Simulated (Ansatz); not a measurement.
# LuGaAs2: how the settings move a single-point run

Aim: see which settings change the result for LuGaAs2, by how much, and at what cost. The cell is built on a prototype (ordering on rocksalt) and needn't be the phase found in nature.

Computed with Ansatz 0.2.0 (reference: DFT, PBE, plane waves, PAW, unless a step's input says otherwise).

1 further run of the same task is left out (for a known fault of the program).

## Step 1: The structure to begin with

The structure is trigonal, space group R-3m (No. 166). Conventional cell: a = 3.901 Å, b = 3.901 Å, c = 19.268 Å, α = 90.00°, β = 90.00°, γ = 120.00°. Around Ga (site symmetry -3m) lie 6 As at 2.69 Å. Around Lu (site symmetry -3m) lie 6 As at 2.84 Å. As (site symmetry 3m) is surrounded by 3 Ga at 2.69 Å and 3 Lu at 2.84 Å.

Structure file:

```cif
data_structure
_symmetry_space_group_name_H-M 'R-3m:H'
_symmetry_Int_Tables_number 166
_cell_length_a 3.9005
_cell_length_b 3.9005
_cell_length_c 19.2682
_cell_angle_alpha 90.000
_cell_angle_beta 90.000
_cell_angle_gamma 120.000
_cell_volume 253.87
loop_
_atom_site_label
_atom_site_type_symbol
_atom_site_symmetry_multiplicity
_atom_site_Wyckoff_symbol
_atom_site_fract_x
_atom_site_fract_y
_atom_site_fract_z
_atom_site_occupancy
Ga1 Ga 3 a 0.00000 0.00000 0.00000 1
Lu1 Lu 3 b 0.66667 0.33333 0.83333 1
As1 As 6 c 0.33333 0.66667 0.92323 1
```

## Step 2: The reference run

input.yaml

```yaml
crystal:
  lattice:
    - [1.9502578517, 1.1259818956, 6.422739577]
    - [-1.9502578517, 1.1259818956, 6.422739577]
    - [0.0, -2.2519637913, 6.422739577]
  atoms:
    - { symbol: Ga, position: [1.0, 0.0, 0.0] }
    - { symbol: Lu, position: [0.5, 0.5, 0.5] }
    - { symbol: As, position: [0.2565666121, 0.2565666121, 0.2565666121] }
    - { symbol: As, position: [0.7434333879, 0.7434333879, 0.7434333879] }
kpoints:
  mp_grid: { grid: [6, 6, 6] }
hamiltonian:
  xc: pbe
scf:
  occupations: { method: fermi_dirac, width: 0.02 }
  n_extra_bands: 5
output:
  forces: true
  stress: true
  eigenvalues: true
  write_density: true
  write_potential: true
  elf: true
  volumetric_format: npy
```

Run with:

```console
$ ansatz run input.yaml --threads 4 --pin off --max-ram 3686MiB --backend cpu --events-out ev --progress --plain --runs-dir out
```

## Step 3: Changing settings: ecutwfc 600

Changes to input.yaml since step 2:

```diff
@@ -21,5 +21,3 @@
   eigenvalues: true
-  write_density: true
-  write_potential: true
-  elf: true
-  volumetric_format: npy
+basis:
+  ecutwfc: 600
```

## Step 4: Changed: xc_grid 1

Changes to input.yaml since step 2:

```diff
@@ -21,5 +21,3 @@
   eigenvalues: true
-  write_density: true
-  write_potential: true
-  elf: true
-  volumetric_format: npy
+basis:
+  xc_grid: 1
```

## Step 5: Changing settings: xc_grid 3

Changes to input.yaml since step 2:

```diff
@@ -21,5 +21,3 @@
   eigenvalues: true
-  write_density: true
-  write_potential: true
-  elf: true
-  volumetric_format: npy
+basis:
+  xc_grid: 3
```

## Step 6: Changing settings: ecutwfc 750

Changes to input.yaml since step 2:

```diff
@@ -21,5 +21,3 @@
   eigenvalues: true
-  write_density: true
-  write_potential: true
-  elf: true
-  volumetric_format: npy
+basis:
+  ecutwfc: 750
```

## Step 7: A further run, with the input changed

Changes to input.yaml since step 2:

```diff
@@ -17,2 +17,4 @@
   n_extra_bands: 5
+  convergence: { dr2_threshold: 0.0001 }
+  max_iter: 82
 output:
@@ -21,5 +23 @@
   eigenvalues: true
-  write_density: true
-  write_potential: true
-  elf: true
-  volumetric_format: npy
```

(Steps that only read results are left out.)

**Question.** What will these runs give? Wanted: for each run, ending; energy change; pressure; gap; force.

**Answer**, as computed:

| run | ending | energy change | pressure (GPa) | gap (eV) | force (eV/Å) | cycles | time |
| --- | --- | --- | --- | --- | --- | --- | --- |
| reference | converged | 0 | 2.1 | 0.00 | 0.09 | 9 | 6.2 s |
| 1: ecutwfc 600 | converged | -1.1 meV/atom | 2.1 | 0.00 | 0.09 | 9 | 7.8 s |
| 2: xc_grid 1 | converged | 0.0 meV/atom | 2.1 | 0.00 | 0.09 | 9 | 4.4 s |
| 3: xc_grid 3 | converged | 0.0 meV/atom | 2.1 | 0.00 | 0.09 | 9 | 4.5 s |
| 4: ecutwfc 750 | converged | -1.2 meV/atom | 2.1 | 0.00 | 0.09 | 8 | 7.7 s |
| 5: dr2_threshold 0.0001 | converged | 0.0 meV/atom | 2.1 | 0.00 | 0.09 | 6 | 3.8 s |

Times don't compare one to one where runs were asked for different outputs or read a saved state (see the inputs); cycles may leave out searches for a lower state.

Residual by cycle in the longest SCF loop of each run; runs are numbered as in the table. The quantity is the density residual dr2, in eV.

| cycle | reference | run 1 | run 2 | run 3 | run 4 | run 5 |
| --- | --- | --- | --- | --- | --- | --- |
| 1 | 0.00475 | 0.00487 | 0.00473 | 0.00473 | 0.00472 | 0.00473 |
| 2 | 0.00197 | 0.00195 | 0.00197 | 0.00197 | 0.00195 | 0.00197 |
| 3 | 1.9e-4 | 2.4e-4 | 1.9e-4 | 1.9e-4 | 1.8e-4 | 1.9e-4 |
| 4 | 4.3e-5 | 4.8e-5 | 4.0e-5 | 4.0e-5 | 3.9e-5 | 4.0e-5 |
| 5 | 1.1e-5 | 1.4e-5 | 9.8e-6 | 9.8e-6 | 9.9e-6 | 9.8e-6 |
| 6 | 2.7e-6 | 2.2e-6 | 2.4e-6 | 2.4e-6 | 2.2e-6 | 2.4e-6 |
| 7 | 3.4e-7 | 3.2e-7 | 3.0e-7 | 3.0e-7 | 3.1e-7 | - |
| 8 | 6.8e-8 | 8.2e-8 | 5.7e-8 | 5.7e-8 | 4.5e-8 | - |
| 9 | 1.7e-8 | 1.3e-8 | 1.3e-8 | 1.3e-8 | - | - |

Of the converged runs whose energies compare with the reference's, «ecutwfc 750» moves the energy most (-1.2 meV/atom). Of the variants the dearest is «ecutwfc 600» (7.8 s), the cheapest «dr2_threshold 0.0001» (3.8 s), on a shared host.
